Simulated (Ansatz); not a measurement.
**Sn: a tetragonal deformation path**

This session takes Sn and sets out to look for other minima along a tetragonal path.

Computed with Ansatz 0.2.0 (DFT PBEsol, scalar-relativistic, plane waves, PAW, unless a step's input says otherwise).

1 further run of the same task is left out (set aside as unsound or not needed).

### 1 The system as given

The structure is tetragonal, space group I4_1/amd (No. 141). The conventional cell has a = 5.880 Å, b = 5.880 Å, c = 3.199 Å, α = 90.00°, β = 90.00°, γ = 90.00°. Sn (site symmetry -4m2) has 6 Sn at 3.05 to 3.20 Å in its first shell of neighbours.

As a file:

```cif
data_structure
_symmetry_space_group_name_H-M 'I4_1/amd:1'
_symmetry_Int_Tables_number 141
_cell_length_a 5.8803
_cell_length_b 5.8803
_cell_length_c 3.1986
_cell_angle_alpha 90.000
_cell_angle_beta 90.000
_cell_angle_gamma 90.000
_cell_volume 110.60
loop_
_atom_site_label
_atom_site_type_symbol
_atom_site_symmetry_multiplicity
_atom_site_Wyckoff_symbol
_atom_site_fract_x
_atom_site_fract_y
_atom_site_fract_z
_atom_site_occupancy
Sn1 Sn 4 a 0.00000 0.50000 0.25000 1
```

It goes back to an entry of the Materials Project.

No relaxation comes first: the listed cell is the starting point.

### 2 Zero of energy

The reference gives a free energy of -11899.5598 eV, pressure -1.47 GPa, largest force 0.000 eV/Å and gap on the mesh none (metal). It was computed beforehand with the settings of the runs below.

### 3 The scan: a tetragonal deformation path

At fixed volume and fractional coordinates, lengths along (0.000, 0.000, 1.000) are scaled against those across it; ρ is that ratio over its starting value.

### 4 ρ = 0.850

input.yaml

```yaml
crystal:
  lattice:
    - [-3.1038098185, 3.1038098185, 1.4350810438]
    - [3.1038098185, -3.1038098185, 1.4350810438]
    - [3.1038098185, 3.1038098185, -1.4350810438]
  atoms:
    - { symbol: Sn, position: [0.75, 0.25, 0.5] }
    - { symbol: Sn, position: [0.0, 0.0, 0.0] }
basis:
  ecutwfc: 420
kpoints:
  mp_grid: { grid: [18, 18, 18] }
hamiltonian:
  xc: pbesol
scf:
  occupations: { method: gaussian, width: 0.15 }
output:
  forces: true
  stress: true
  eigenvalues: true
```

On the command line:

```sh
$ ansatz run input.yaml --threads 1 --pin off --max-ram 2560MiB --backend cpu --events-out ev --progress --plain --runs-dir out
```

### 5 At ρ = 1.200

input.yaml: that of step 4 with these lines changed.

```diff
@@ -2,5 +2,5 @@
   lattice:
-    - [-3.1038098185, 3.1038098185, 1.4350810438]
-    - [3.1038098185, -3.1038098185, 1.4350810438]
-    - [3.1038098185, 3.1038098185, -1.4350810438]
+    - [-2.7667780984, 2.7667780984, 1.8060009511]
+    - [2.7667780984, -2.7667780984, 1.8060009511]
+    - [2.7667780984, 2.7667780984, -1.8060009511]
   atoms:
```

### 6 ρ = 0.920

input.yaml: that of step 5 with these lines changed.

```diff
@@ -2,5 +2,5 @@
   lattice:
-    - [-2.7667780984, 2.7667780984, 1.8060009511]
-    - [2.7667780984, -2.7667780984, 1.8060009511]
-    - [2.7667780984, 2.7667780984, -1.8060009511]
+    - [-3.0230045586, 3.0230045586, 1.5128261709]
+    - [3.0230045586, -3.0230045586, 1.5128261709]
+    - [3.0230045586, 3.0230045586, -1.5128261709]
   atoms:
```

### 7 ρ = 1.100

input.yaml: that of step 6 with these lines changed.

```diff
@@ -2,5 +2,5 @@
   lattice:
-    - [-3.0230045586, 3.0230045586, 1.5128261709]
-    - [3.0230045586, -3.0230045586, 1.5128261709]
-    - [3.0230045586, 3.0230045586, -1.5128261709]
+    - [-2.8482002233, 2.8482002233, 1.7042197766]
+    - [2.8482002233, -2.8482002233, 1.7042197766]
+    - [2.8482002233, 2.8482002233, -1.7042197766]
   atoms:
```

### 8 Point ρ = 0.960

input.yaml: that of step 7 with these lines changed.

```diff
@@ -2,5 +2,5 @@
   lattice:
-    - [-2.8482002233, 2.8482002233, 1.7042197766]
-    - [2.8482002233, -2.8482002233, 1.7042197766]
-    - [2.8482002233, 2.8482002233, -1.7042197766]
+    - [-2.9804213574, 2.9804213574, 1.5563644397]
+    - [2.9804213574, -2.9804213574, 1.5563644397]
+    - [2.9804213574, 2.9804213574, -1.5563644397]
   atoms:
```

### 9 At ρ = 1.050

input.yaml: that of step 8 with these lines changed.

```diff
@@ -2,5 +2,5 @@
   lattice:
-    - [-2.9804213574, 2.9804213574, 1.5563644397]
-    - [2.9804213574, -2.9804213574, 1.5563644397]
-    - [2.9804213574, 2.9804213574, -1.5563644397]
+    - [-2.8927105411, 2.8927105411, 1.6521773982]
+    - [2.8927105411, -2.8927105411, 1.6521773982]
+    - [2.8927105411, 2.8927105411, -1.6521773982]
   atoms:
```

### 10 At ρ = 0.800

input.yaml: that of step 9 with these lines changed.

```diff
@@ -2,5 +2,5 @@
   lattice:
-    - [-2.8927105411, 2.8927105411, 1.6521773982]
-    - [2.8927105411, -2.8927105411, 1.6521773982]
-    - [2.8927105411, 2.8927105411, -1.6521773982]
+    - [-3.1671702952, 3.1671702952, 1.3782366739]
+    - [3.1671702952, -3.1671702952, 1.3782366739]
+    - [3.1671702952, 3.1671702952, -1.3782366739]
   atoms:
```

### 11 Point ρ = 1.300

input.yaml: that of step 10 with these lines changed.

```diff
@@ -2,5 +2,5 @@
   lattice:
-    - [-3.1671702952, 3.1671702952, 1.3782366739]
-    - [3.1671702952, -3.1671702952, 1.3782366739]
-    - [3.1671702952, 3.1671702952, -1.3782366739]
+    - [-2.6939340552, 2.6939340552, 1.9049900525]
+    - [2.6939340552, -2.6939340552, 1.9049900525]
+    - [2.6939340552, 2.6939340552, -1.9049900525]
   atoms:
```

(Steps that only read results are left out.)

**Question.** What will these runs give? Wanted: highest point.

**Answer**, as computed:

```
     quantity                        value
highest point  227.7 meV/atom at ρ = 0.800
```

**Reading.** No sampled point lies below the undisturbed cell. No sampled point inside the path is a dip, apart from those named.
